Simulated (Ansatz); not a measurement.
# SrC2: how the settings move a single-point run

How sensitive is a single-point run of SrC2 to its settings? A reference run comes first, then one run with altered input.

Program: Ansatz 0.2.0. Level of theory: reference: DFT, PBEsol, PAW with other files of Ansatz's library (source ansatz), scalar-relativistic. These are calculated values, not measurements.

2 further runs of the same task are left out: 2 that didn't finish. Runs told in other sessions of the task aren't counted.

## (1) The starting structure

Symmetry: I4/mmm, No. 139, tetragonal system. The conventional cell has a = 4.098 Å, b = 4.098 Å, c = 6.813 Å, α = 90.00°, β = 90.00°, γ = 90.00°. Sr (site symmetry 4/mmm) is surrounded by 10 C at 2.92 to 3.02 Å. C (site symmetry 4mm) is surrounded by 1 C at 0.78 Å.

As a file:

```xyz
3
Lattice="-2.0489 2.0489 3.4067 2.0489 -2.0489 3.4067 2.0489 2.0489 -3.4067" Properties=species:S:1:pos:R:3 pbc="T T T"
Sr    0.0000    0.0000    0.0000
C     0.0000    0.0000    3.0177
C     0.0000    0.0000    3.7956
```

## (2) Baseline

The input, input.yaml:

```yaml
crystal:
  lattice:
    - [-2.0488908708, 2.0488908708, 3.4066710956]
    - [2.0488908708, -2.0488908708, 3.4066710956]
    - [2.0488908708, 2.0488908708, -3.4066710956]
  atoms:
    - { symbol: Sr, position: [0.0, 0.0, 0.0] }
    - { symbol: C, position: [0.4429143928, 0.4429143928, 0.0] }
    - { symbol: C, position: [0.5570856072, 0.5570856072, 0.0] }
kpoints:
  mp_grid: { grid: [8, 8, 8] }
scf:
  occupations: { method: fermi_dirac, width: 0.03 }
hamiltonian:
  xc: pbesol
  pseudopotentials: { kind: paw, source: ansatz }
output:
  forces: true
  stress: true
  eigenvalues: true
```

Run with:

```bash
$ ansatz run input.yaml --threads 1 --pin off --max-ram 3072MiB --backend cpu --events-out ev --progress --plain --runs-dir out
```

## (3) Variant: occupations.method cold, occupations.width 0.05

Changes to input.yaml since step 2:

```diff
@@ -12,3 +12,3 @@
 scf:
-  occupations: { method: fermi_dirac, width: 0.03 }
+  occupations: { method: cold, width: 0.05 }
 hamiltonian:
```

Q: Predict the outcome of this session. Wanted: for each run, ending; energy change; pressure; gap; force.

The runs gave:

| run | ending | energy change | pressure (GPa) | gap (eV) | force (eV/Å) | cycles | time |
| --- | --- | --- | --- | --- | --- | --- | --- |
| reference | converged | 0 | 125.4 | 2.28 | 181.69 | 8 | 12 s |
| 1: occupations.method cold, occupations.width 0.05 | converged | 0.0 meV/atom (σ→0) | 125.4 | 2.28 | 181.69 | 8 | 12 s |

Residual by cycle in the longest SCF loop of each run; runs are numbered as in the table. The quantity is the density residual dr2, in eV.

| cycle | reference | run 1 |
| --- | --- | --- |
| 1 | 34.8 | 34.8 |
| 2 | 4.82 | 4.82 |
| 3 | 0.395 | 0.395 |
| 4 | 0.023 | 0.023 |
| 5 | 3.7e-4 | 3.7e-4 |
| 6 | 1.7e-5 | 1.7e-5 |
| 7 | 2.4e-6 | 2.4e-6 |
| 8 | 1.8e-8 | 1.8e-8 |

**Reading.** The changed input (smearing) leaves the energy the same to the digits printed. The structure is not at rest: the sound run finds 125 GPa, so these are no properties of the relaxed crystal. 

The gaps are Kohn-Sham values of a semilocal functional, not quasiparticle or optical gaps. Such gaps usually fall short of the measured ones.
